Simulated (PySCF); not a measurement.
# Methyl(difluoro)silyl chloride (CH₃ClF₂Si): NMR shifts in gas and solvents

Aim: compute the NMR shifts of Methyl(difluoro)silyl chloride (CH₃ClF₂Si) (`C[Si](F)(F)Cl`), and see what a dielectric continuum does where one was used.

Computed with PySCF 2.14.0, with density-fitted response routines of our own, on a single molecule, in the gas phase or a continuum. Atoms are numbered from 0 throughout.

## Step 1: Starting geometry

8 atoms, charge 0, multiplicity 1; geometry from: GFN2-xTB. The atoms were then displaced at random by about 0.01 Å, so the start is not that level's minimum.

Bonds of the start (Å): C0–Si1 1.86, Si1–F2 1.59, Si1–F3 1.61, Si1–Cl4 1.99, C0–H5 1.06, C0–H6 1.10, C0–H7 1.10.

## Step 2: Relaxing the molecule at PBE0-D3(BJ)/def2-TZVP

The job: settings as JSON, then the geometry in Å.

```
{"job": {"xc": "PBE0", "basis": "def2-TZVP", "d3": "d3bj", "grid": 2, "shake": 0.01, "kind": "geom"}, "charge": 0, "multiplicity": 1}
C     -1.004710    -0.207020    -0.015000
Si     0.819090     0.149920     0.016070
F      1.400510    -0.170420     1.459810
F      1.141530     1.729680    -0.072640
Cl     1.919100    -0.781260    -1.362030
H     -1.247430    -1.231210     0.122490
H     -1.457460     0.115550    -0.965440
H     -1.515510     0.375610     0.764270
```

Run with:

```bash
$ OMP_NUM_THREADS=1 python probes_run.py task.json out
```

This one command runs all jobs of the session in turn.

The log of the run:

```text
step   0  E = -989.12249902  max force = 0.028268
step   1  E = -989.12530218  max force = 0.013084
step   2  E = -989.12651887  max force = 0.002806
step   3  E = -989.12664653  max force = 0.000904
step   4  E = -989.12668499  max force = 0.000817
step   5  E = -989.12669192  max force = 0.000328
optimisation converged
```

Wall time 71 s (1 thread of Arm Neoverse V1, shared host); peak memory 0.73 GiB.

Step by step:

```tsv
step	energy from step 0 (eV)	largest force component (eV/Å)
0	0.0000	1.4536
1	-0.0763	0.6728
2	-0.1094	0.1443
3	-0.1129	0.0465
4	-0.1139	0.0420
5	-0.1141	0.0169
```

Close pairs (by a distance rule), those that changed most:

```tsv
bond	before (Å)	after (Å)	change (Å)
Si1–Cl4	1.994	2.029	+0.035
Si1–F3	1.615	1.582	-0.033
C0–H5	1.061	1.091	+0.030
C0–Si1	1.859	1.832	-0.027
C0–H6	1.101	1.092	-0.009
C0–H7	1.099	1.092	-0.007
Si1–F2	1.589	1.583	-0.006
```

The final coordinates are the input of the step that follows.

```tsv
at the end point	value
point group (found at 0.08 Å tolerance)	Cs
rotational constants (GHz, main isotopes)	3.750, 2.406, 2.301
dipole moment (D)	2.27
```

## Step 3: Shielding tensors: PBE0/pcSseg-2

The job: settings as JSON, then the geometry in Å.

```
{"job": {"kind": "nmr", "xc": "PBE0", "basis": "pcSseg-2"}, "charge": 0, "multiplicity": 1}
C     -0.982753    -0.220007    -0.030236
Si     0.791663     0.221833     0.074170
F      1.378917    -0.112265     1.505319
F      1.000477     1.775050    -0.143552
Cl     1.917707    -0.754811    -1.302877
H     -1.120320    -1.291136     0.126168
H     -1.379846     0.041074    -1.013011
H     -1.549477     0.322105     0.730006
```

With the program's defaults for keys left out, this is: GIAO PBE0/pcSseg-2 NMR shielding, non-relativistic, gas phase.

The log of the run:

```text
coarse grid: 8368 points
cycle   1  E = -989.0315563300  dE =  4.469e-01  |g| = 7.785e-01  |ddm| = 2.154e+00
cycle   2  E = -988.9436617668  dE =  8.789e-02  |g| = 1.123e+00  |ddm| = 8.546e-01
cycle   3  E = -989.1284554665  dE = -1.848e-01  |g| = 8.500e-02  |ddm| = 4.956e-01
cycle   4  E = -989.1298500164  dE = -1.395e-03  |g| = 2.582e-02  |ddm| = 6.654e-02
cycle   5  E = -989.1299810655  dE = -1.310e-04  |g| = 4.276e-03  |ddm| = 1.581e-02
cycle   6  E = -989.1299848857  dE = -3.820e-06  |g| = 1.548e-03  |ddm| = 4.565e-03
final grid: 74208 points
cycle   7  E = -989.1348664416  dE = -6.260e-05  |g| = 6.164e-03  |ddm| = 1.876e-02
cycle   8  E = -989.1348648092  dE =  1.632e-06  |g| = 6.179e-03  |ddm| = 6.539e-03
cycle   9  E = -989.1348738353  dE = -9.026e-06  |g| = 5.697e-04  |ddm| = 3.836e-03
cycle  10  E = -989.1348738862  dE = -5.084e-08  |g| = 1.839e-04  |ddm| = 3.702e-04
cycle  11  E = -989.1348738910  dE = -4.837e-09  |g| = 5.686e-05  |ddm| = 1.118e-04
cycle  12  E = -989.1348738914  dE = -4.088e-10  |g| = 1.263e-05  |ddm| = 2.848e-05
converged SCF energy = -989.1348738914

GIAO shielding tensors (ppm)
atom      isotropic    diamagn.    paramagn.     s11        s22        s33       span
  0 C      188.163     246.564     -58.401    183.000    183.358    198.131     15.131
  1 Si     360.116     874.457    -514.341    335.104    336.893    408.349     73.246
  2 F      300.749     466.998    -166.249    249.815    285.361    367.072    117.256
  3 F      300.746     467.001    -166.255    249.811    285.571    366.856    117.045
  4 Cl     878.972    1148.348    -269.376    778.664    804.589   1053.664    275.000
  5 H       30.991      30.045       0.946     26.783     28.733     37.457     10.675
  6 H       30.988      30.050       0.938     26.800     28.728     37.435     10.635
  7 H       30.980      29.886       1.094     26.492     27.939     38.508     12.016
```

Wall time 23 s (1 thread of Arm Neoverse V1, shared host); peak memory 0.83 GiB.

Shifts follow as δ = σ(reference) − σ, with reference shieldings (ppm) from runs at the same level and on the same kind of geometry: ¹H TMS 31.52, ¹³C TMS 186.0, ²⁹Si TMS 342.2, ¹⁹F CFCl3 174.3, ³⁵Cl HCl 946. The references are single molecules in the gas phase, so shifts against H2O, NH3, PH3, H3PO4 or CFCl3 are not on the usual liquid scales and can be off by tens of ppm. Atoms listed in one row are averaged.

```tsv
atoms	environment	σ (ppm)	δ (ppm)
C0	methyl carbon bonded to Si	188.2	-2.1
H5, H6, H7	hydrogen on a methyl carbon bonded to Si	30.99	0.54
Si1	silicon bonded to C, Cl, 2 F	360.1	-17.9
F2, F3	fluorine bonded to Si	300.7	-126.4
Cl4	chlorine bonded to Si	879	67
```

Charges from the same density, by scheme (e):

```tsv
atoms	Mulliken	IAO	Hirshfeld	ESP fit
C0	-0.29	-0.81	-0.22	-0.70
Si1	1.16	1.62	0.52	0.82
F2, F3	-0.39	-0.53	-0.19	-0.27
Cl4	-0.27	-0.31	-0.10	-0.18
```

Mayer bond orders: C0–Si1 1.00, Si1–F2 0.97, Si1–F3 0.97, Si1–Cl4 1.09.

## Step 4: Shielding tensors: KT3/pcSseg-2

Same as in step 3 but for these lines:

```diff
@@ -1,2 +1,2 @@
-{"job": {"kind": "nmr", "xc": "PBE0", "basis": "pcSseg-2"}, "charge": 0, "multiplicity": 1}
+{"job": {"kind": "nmr", "xc": "KT3", "basis": "pcSseg-2", "pop": false}, "charge": 0, "multiplicity": 1}
 C     -0.982753    -0.220007    -0.030236
```

Method: GIAO KT3/pcSseg-2 NMR shielding, non-relativistic, gas phase.

The log of the run:

```text
coarse grid: 8368 points
cycle   1  E = -997.7965318472  dE =  4.923e-01  |g| = 1.045e+00  |ddm| = 2.172e+00
cycle   2  E = -997.3545697773  dE =  4.420e-01  |g| = 1.969e+00  |ddm| = 1.459e+00
cycle   3  E = -997.9663280385  dE = -6.118e-01  |g| = 2.094e-01  |ddm| = 1.024e+00
cycle   4  E = -997.9756434015  dE = -9.315e-03  |g| = 5.790e-02  |ddm| = 1.834e-01
cycle   5  E = -997.9763227265  dE = -6.793e-04  |g| = 1.669e-02  |ddm| = 4.147e-02
cycle   6  E = -997.9763807787  dE = -5.805e-05  |g| = 4.143e-03  |ddm| = 1.626e-02
cycle   7  E = -997.9763842517  dE = -3.473e-06  |g| = 8.599e-04  |ddm| = 3.201e-03
final grid: 74208 points
cycle   8  E = -997.9850130650  dE = -3.218e-04  |g| = 3.599e-02  |ddm| = 5.848e-02
cycle   9  E = -997.9847515047  dE =  2.616e-04  |g| = 5.242e-02  |ddm| = 3.844e-02
cycle  10  E = -997.9851503244  dE = -3.988e-04  |g| = 8.712e-03  |ddm| = 2.600e-02
cycle  11  E = -997.9851610438  dE = -1.072e-05  |g| = 1.405e-03  |ddm| = 5.134e-03
cycle  12  E = -997.9851615392  dE = -4.954e-07  |g| = 2.765e-04  |ddm| = 1.504e-03
cycle  13  E = -997.9851615522  dE = -1.304e-08  |g| = 1.007e-04  |ddm| = 2.913e-04
cycle  14  E = -997.9851615547  dE = -2.507e-09  |g| = 1.878e-05  |ddm| = 9.335e-05
cycle  15  E = -997.9851615548  dE = -6.548e-11  |g| = 8.895e-06  |ddm| = 1.777e-05
converged SCF energy = -997.9851615548

GIAO shielding tensors (ppm)
atom      isotropic    diamagn.    paramagn.     s11        s22        s33       span
  0 C      185.158     246.451     -61.293    180.079    180.185    195.211     15.133
  1 Si     379.393     876.934    -497.541    358.068    360.453    419.659     61.590
  2 F      294.316     468.712    -174.397    242.116    277.334    363.496    121.380
  3 F      294.331     468.716    -174.385    242.129    277.583    363.281    121.152
  4 Cl     877.768    1150.402    -272.634    778.081    801.281   1053.943    275.862
  5 H       31.116      30.373       0.742     27.080     29.014     37.253     10.173
  6 H       31.112      30.377       0.735     27.097     29.009     37.230     10.133
  7 H       31.107      30.242       0.865     26.795     28.212     38.313     11.518
```

Wall time 28 s (1 thread of Arm Neoverse V1, shared host); peak memory 0.68 GiB.

This run: δ C0 -1.9, Si1 -20.0, F2 -148.8, Cl4 65, H5 0.52 ppm (means over like atoms).

## Step 5: Nuclear shieldings: wB97X-D/pcSseg-2

Same as in step 4 but for these lines:

```diff
@@ -1,2 +1,2 @@
-{"job": {"kind": "nmr", "xc": "KT3", "basis": "pcSseg-2", "pop": false}, "charge": 0, "multiplicity": 1}
+{"job": {"kind": "nmr", "xc": "wB97X-D", "basis": "pcSseg-2", "pop": false}, "charge": 0, "multiplicity": 1}
 C     -0.982753    -0.220007    -0.030236
```

Method: GIAO wB97X-D/pcSseg-2 NMR shielding, non-relativistic, gas phase.

The log of the run:

```text
coarse grid: 8368 points
cycle   1  E = -989.4582401228  dE =  4.669e-01  |g| = 7.892e-01  |ddm| = 2.094e+00
cycle   2  E = -989.4473305200  dE =  1.091e-02  |g| = 9.211e-01  |ddm| = 7.640e-01
cycle   3  E = -989.5617958239  dE = -1.145e-01  |g| = 5.127e-02  |ddm| = 3.636e-01
cycle   4  E = -989.5623068270  dE = -5.110e-04  |g| = 2.396e-02  |ddm| = 5.300e-02
cycle   5  E = -989.5624207080  dE = -1.139e-04  |g| = 2.862e-03  |ddm| = 1.759e-02
cycle   6  E = -989.5624232745  dE = -2.567e-06  |g| = 7.713e-04  |ddm| = 4.796e-03
final grid: 74208 points
cycle   7  E = -989.5744512050  dE = -1.580e-04  |g| = 1.048e-02  |ddm| = 2.800e-02
cycle   8  E = -989.5744505915  dE =  6.135e-07  |g| = 1.134e-02  |ddm| = 9.182e-03
cycle   9  E = -989.5744683777  dE = -1.779e-05  |g| = 7.676e-04  |ddm| = 4.072e-03
cycle  10  E = -989.5744684649  dE = -8.715e-08  |g| = 3.190e-04  |ddm| = 6.555e-04
cycle  11  E = -989.5744684821  dE = -1.722e-08  |g| = 5.323e-05  |ddm| = 2.036e-04
cycle  12  E = -989.5744684828  dE = -6.855e-10  |g| = 1.477e-05  |ddm| = 5.397e-05
converged SCF energy = -989.5744684828

GIAO shielding tensors (ppm)
atom      isotropic    diamagn.    paramagn.     s11        s22        s33       span
  0 C      188.233     246.636     -58.403    183.262    183.671    197.765     14.503
  1 Si     359.917     874.342    -514.425    334.180    336.790    408.781     74.602
  2 F      305.505     466.810    -161.305    255.576    290.739    370.201    114.625
  3 F      305.501     466.813    -161.312    255.576    290.934    369.993    114.417
  4 Cl     882.058    1148.585    -266.526    781.994    807.346   1056.836    274.842
  5 H       31.103      30.133       0.970     26.905     28.839     37.565     10.660
  6 H       31.100      30.139       0.962     26.923     28.835     37.543     10.620
  7 H       31.089      29.945       1.144     26.622     28.056     38.589     11.968
```

It took 27 s on 1 thread of Arm Neoverse V1, shared host; peak memory 0.92 GiB.

Key values: δ C0 -1.9, Si1 -18.5, F2 -120.6, Cl4 59, H5 0.54 ppm (means over like atoms).

## Step 6: Nuclear shieldings: B97-2/pcSseg-2

Same as in step 5 but for these lines:

```diff
@@ -1,2 +1,2 @@
-{"job": {"kind": "nmr", "xc": "wB97X-D", "basis": "pcSseg-2", "pop": false}, "charge": 0, "multiplicity": 1}
+{"job": {"kind": "nmr", "xc": "B97-2", "basis": "pcSseg-2", "pop": false}, "charge": 0, "multiplicity": 1}
 C     -0.982753    -0.220007    -0.030236
```

Method: GIAO B97-2/pcSseg-2 NMR shielding, non-relativistic, gas phase.

The log of the run:

```text
coarse grid: 8368 points
cycle   1  E = -989.5128557201  dE =  4.445e-01  |g| = 8.305e-01  |ddm| = 2.162e+00
cycle   2  E = -989.3988275537  dE =  1.140e-01  |g| = 1.233e+00  |ddm| = 9.205e-01
cycle   3  E = -989.6223478861  dE = -2.235e-01  |g| = 9.463e-02  |ddm| = 5.461e-01
cycle   4  E = -989.6241838380  dE = -1.836e-03  |g| = 2.530e-02  |ddm| = 7.477e-02
cycle   5  E = -989.6243065708  dE = -1.227e-04  |g| = 5.212e-03  |ddm| = 1.566e-02
cycle   6  E = -989.6243125509  dE = -5.980e-06  |g| = 1.555e-03  |ddm| = 5.346e-03
final grid: 74208 points
cycle   7  E = -989.6179812322  dE = -6.905e-05  |g| = 1.193e-02  |ddm| = 2.164e-02
cycle   8  E = -989.6179682270  dE =  1.301e-05  |g| = 1.465e-02  |ddm| = 1.005e-02
cycle   9  E = -989.6179974745  dE = -2.925e-05  |g| = 1.795e-03  |ddm| = 6.166e-03
cycle  10  E = -989.6179978711  dE = -3.966e-07  |g| = 3.304e-04  |ddm| = 9.570e-04
cycle  11  E = -989.6179978959  dE = -2.487e-08  |g| = 6.051e-05  |ddm| = 2.584e-04
cycle  12  E = -989.6179978966  dE = -6.366e-10  |g| = 1.672e-05  |ddm| = 4.722e-05
converged SCF energy = -989.6179978966

GIAO shielding tensors (ppm)
atom      isotropic    diamagn.    paramagn.     s11        s22        s33       span
  0 C      187.528     246.683     -59.154    182.708    183.029    196.847     14.139
  1 Si     369.912     874.723    -504.810    345.662    346.627    417.448     71.787
  2 F      306.262     467.440    -161.178    256.624    290.524    371.639    115.015
  3 F      306.262     467.443    -161.181    256.624    290.730    371.432    114.807
  4 Cl     886.328    1148.977    -262.649    788.340    813.084   1057.560    269.221
  5 H       31.111      30.127       0.984     26.958     28.900     37.475     10.517
  6 H       31.108      30.132       0.976     26.975     28.895     37.452     10.477
  7 H       31.097      29.975       1.122     26.675     28.107     38.509     11.833
```

Run time: 20 s. Hardware: 1 thread of Arm Neoverse V1, shared host; peak memory 0.83 GiB.

In short: δ C0 -2.2, Si1 -21.5, F2 -130.3, Cl4 55, H5 0.53 ppm (means over like atoms).

## Step 7: Shielding tensors: WP04/pcSseg-2 in chloroform

Same as in step 6 but for these lines:

```diff
@@ -1,2 +1,2 @@
-{"job": {"kind": "nmr", "xc": "B97-2", "basis": "pcSseg-2", "pop": false}, "charge": 0, "multiplicity": 1}
+{"job": {"kind": "nmr", "xc": "WP04", "basis": "pcSseg-2", "pop": false, "solvent": "chloroform"}, "charge": 0, "multiplicity": 1}
 C     -0.982753    -0.220007    -0.030236
```

Method: GIAO WP04/pcSseg-2 NMR shielding, non-relativistic, IEF-PCM chloroform.

The log of the run:

```text
coarse grid: 8368 points
cycle   1  E = -1001.1912029454  dE =  4.792e-01  |g| = 1.273e+00  |ddm| = 2.185e+00
cycle   2  E = -1000.8497065104  dE =  3.415e-01  |g| = 1.981e+00  |ddm| = 1.387e+00
cycle   3  E = -1001.4283625045  dE = -5.787e-01  |g| = 1.942e-01  |ddm| = 8.804e-01
cycle   4  E = -1001.4350908555  dE = -6.728e-03  |g| = 5.152e-02  |ddm| = 1.409e-01
cycle   5  E = -1001.4356196102  dE = -5.288e-04  |g| = 1.376e-02  |ddm| = 3.564e-02
cycle   6  E = -1001.4356551937  dE = -3.558e-05  |g| = 3.026e-03  |ddm| = 1.161e-02
cycle   7  E = -1001.4356567742  dE = -1.581e-06  |g| = 7.140e-04  |ddm| = 1.940e-03
final grid: 74208 points
cycle   8  E = -1001.4351695130  dE = -8.559e-05  |g| = 5.877e-03  |ddm| = 2.259e-02
cycle   9  E = -1001.4351643646  dE =  5.148e-06  |g| = 7.299e-03  |ddm| = 6.821e-03
cycle  10  E = -1001.4351765738  dE = -1.221e-05  |g| = 8.302e-04  |ddm| = 4.264e-03
cycle  11  E = -1001.4351766360  dE = -6.222e-08  |g| = 4.202e-04  |ddm| = 4.047e-04
cycle  12  E = -1001.4351766616  dE = -2.561e-08  |g| = 6.239e-05  |ddm| = 1.877e-04
cycle  13  E = -1001.4351766621  dE = -4.795e-10  |g| = 1.030e-05  |ddm| = 3.813e-05
converged SCF energy = -1001.4351766621

GIAO shielding tensors (ppm)
atom      isotropic    diamagn.    paramagn.     s11        s22        s33       span
  0 C      176.352     245.861     -69.508    171.377    171.583    186.097     14.720
  1 Si     363.339     876.392    -513.052    331.631    337.410    420.977     89.346
  2 F      319.716     470.910    -151.195    270.329    301.133    387.685    117.356
  3 F      319.722     470.915    -151.193    270.353    301.317    387.497    117.144
  4 Cl     884.273    1152.660    -268.387    781.145    802.558   1069.115    287.970
  5 H       31.102      30.178       0.924     27.109     29.005     37.191     10.082
  6 H       31.099      30.182       0.917     27.126     29.000     37.172     10.046
  7 H       31.089      30.035       1.054     26.841     28.256     38.170     11.329
```

It took 20 s on 1 thread of Arm Neoverse V1, shared host; peak memory 0.92 GiB.

This run: δ C0 -1.3, Si1 -34.2, F2 -140.8, Cl4 40, H5 0.77 ppm (means over like atoms).

## Step 8: Nuclear shieldings: wB97X-D/pcSseg-2 in chloroform

Same as in step 7 but for these lines:

```diff
@@ -1,2 +1,2 @@
-{"job": {"kind": "nmr", "xc": "WP04", "basis": "pcSseg-2", "pop": false, "solvent": "chloroform"}, "charge": 0, "multiplicity": 1}
+{"job": {"kind": "nmr", "xc": "wB97X-D", "basis": "pcSseg-2", "pop": false, "solvent": "chloroform"}, "charge": 0, "multiplicity": 1}
 C     -0.982753    -0.220007    -0.030236
```

With the program's defaults for keys left out, this is: GIAO wB97X-D/pcSseg-2 NMR shielding, non-relativistic, IEF-PCM chloroform.

The log of the run:

```text
coarse grid: 8368 points
cycle   1  E = -989.4650986840  dE =  4.602e-01  |g| = 7.822e-01  |ddm| = 2.093e+00
cycle   2  E = -989.4575305258  dE =  7.568e-03  |g| = 8.987e-01  |ddm| = 7.314e-01
cycle   3  E = -989.5654868178  dE = -1.080e-01  |g| = 5.056e-02  |ddm| = 3.440e-01
cycle   4  E = -989.5659887307  dE = -5.019e-04  |g| = 2.303e-02  |ddm| = 5.243e-02
cycle   5  E = -989.5660919672  dE = -1.032e-04  |g| = 2.587e-03  |ddm| = 1.660e-02
cycle   6  E = -989.5660943172  dE = -2.350e-06  |g| = 7.489e-04  |ddm| = 4.676e-03
final grid: 74208 points
cycle   7  E = -989.5781122880  dE = -1.582e-04  |g| = 1.060e-02  |ddm| = 2.757e-02
cycle   8  E = -989.5781119689  dE =  3.191e-07  |g| = 1.141e-02  |ddm| = 9.130e-03
cycle   9  E = -989.5781299706  dE = -1.800e-05  |g| = 7.543e-04  |ddm| = 4.014e-03
cycle  10  E = -989.5781300550  dE = -8.440e-08  |g| = 3.220e-04  |ddm| = 6.456e-04
cycle  11  E = -989.5781300727  dE = -1.769e-08  |g| = 4.993e-05  |ddm| = 1.986e-04
cycle  12  E = -989.5781300733  dE = -6.391e-10  |g| = 1.405e-05  |ddm| = 5.378e-05
converged SCF energy = -989.5781300733

GIAO shielding tensors (ppm)
atom      isotropic    diamagn.    paramagn.     s11        s22        s33       span
  0 C      188.774     246.794     -58.021    183.491    183.835    198.995     15.504
  1 Si     358.448     874.371    -515.923    329.377    331.923    414.042     84.665
  2 F      308.356     467.301    -158.945    258.758    293.979    372.329    113.571
  3 F      308.344     467.303    -158.959    258.758    294.153    372.121    113.363
  4 Cl     884.486    1148.677    -264.191    784.781    809.482   1059.194    274.413
  5 H       30.912      29.874       1.038     26.612     28.587     37.536     10.924
  6 H       30.910      29.880       1.029     26.630     28.584     37.515     10.885
  7 H       30.900      29.690       1.210     26.325     27.813     38.563     12.237
```

Run time: 34 s. Hardware: 1 thread of Arm Neoverse V1, shared host; peak memory 0.95 GiB.

In short: δ C0 -1.7, Si1 -17.2, F2 -121.2, Cl4 73, H5 0.71 ppm (means over like atoms).

## Step 9: Run by run: NMR shifts

Shifts (ppm), means over like atoms, with basis size and wall time:

```tsv
run	C0	H5	Si1	F2	Cl4	functions	time
PBE0/pcSseg-2	-2.1	0.54	-17.9	-126.4	67	236	23 s
KT3/pcSseg-2	-1.9	0.52	-20.0	-148.8	65	236	28 s
wB97X-D/pcSseg-2	-1.9	0.54	-18.5	-120.6	59	236	27 s
B97-2/pcSseg-2	-2.2	0.53	-21.5	-130.3	55	236	20 s
WP04/pcSseg-2 in chloroform	-1.3	0.77	-34.2	-140.8	40	236	20 s
wB97X-D/pcSseg-2 in chloroform	-1.7	0.71	-17.2	-121.2	73	236	34 s
```

## Step 10: Results

| quantity | value |
| --- | --- |
| point group | Cs |
| rotational constants (main isotopes) | 3.75, 2.41, 2.30 GHz |
| ¹³C shifts against TMS (PBE0/pcSseg-2) | -2.1 ppm |
| ¹H shifts against TMS (PBE0/pcSseg-2, means over atoms taken as alike) | 0.54 ppm |
| ²⁹Si shifts against TMS (PBE0/pcSseg-2) | -17.9 ppm |
| ¹⁹F shifts against CFCl3 (PBE0/pcSseg-2, means over atoms taken as alike) | -126.4 ppm |
| ³⁵Cl shifts against HCl (PBE0/pcSseg-2) | 67 ppm |
| range of the shift of Cl4 (wB97X-D/pcSseg-2 runs) | 59 to 73 ppm |

**Reading.** Over 5 steps the energy fell by 0.114 eV; of the close pairs, Si1–Cl4 changed most, 1.994 to 2.029 Å. No frequency check was run at this level, so the end point may be a saddle. At PBE0/pcSseg-2: The largest span, 275 ppm, is at Cl4, where the paramagnetic term is -269 ppm. At one level, wB97X-D/pcSseg-2: Across the 2 runs the shift of Cl4 moves most, between 59 (wB97X-D/pcSseg-2) and 73 ppm (wB97X-D/pcSseg-2 in chloroform). Most of that comes from the computed reference, not from the atom's own shielding.
